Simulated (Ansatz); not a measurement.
GdO:

```xyz
2
Lattice="2.8018 0.0000 0.0000 0.0000 2.8018 0.0000 0.0000 0.0000 2.8018" Properties=species:S:1:pos:R:3 pbc="T T T"
Gd    0.0000    0.0000    0.0000
O     1.4009    1.4009    1.4009
```

The cell comes from a database or a generator and needn't be the stable form of this composition.

Base run:

```yaml
Program: Ansatz 0.2.0
Functional: r2SCAN
Potentials_or_basis: Ansatz PAW
Cutoff: "500 eV (not typed: the program's choice for these potentials)"
k_mesh: 9 × 9 × 9
Occupations: fermi-dirac, width 0.05 eV
Spin: collinear spin, ferromagnetic start
Starting_moments: "[7.0, 0.0] μB"
Hubbard_terms: Gd f U = 8 eV
```

Its results: band gap on the k mesh none (metal or under the smearing width); pressure 54.5 GPa; net moment 7.60 μB per cell; site moments Gd +7.19; O -0.02 μB.

After a change of settings the same cell gave: band gap on the k mesh none (metal or under the smearing width); pressure 53.2 GPa; net moment 7.60 μB per cell; site moments Gd +7.18; O -0.01 μB. Which change was it?
A. hubbard terms from Gd f U = 8 eV to none; hubbard projectors from ortho-atomic (the default) to none
B. hubbard terms from Gd f U = 8 eV to Gd f U = 3 eV
C. hubbard terms from Gd f U = 8 eV to Gd f U = 5 eV

C.

Caveats: the magnetic or orbital state may not be the lowest; a pressure of tens of GPa on the cell as given is suspect, and the run, the potentials or the cell itself is likely at fault; spin-orbit coupling is left out, which moves the levels of the heavy elements; a cell with one magnetic atom can't hold antiferromagnetic order, which such compounds often take; the PAW data sets come from PBE, with cores solved anew for the run's functional, which leaves a small shift of forces and pressure; the density of states is complete only up to the lowest level of the last band computed.
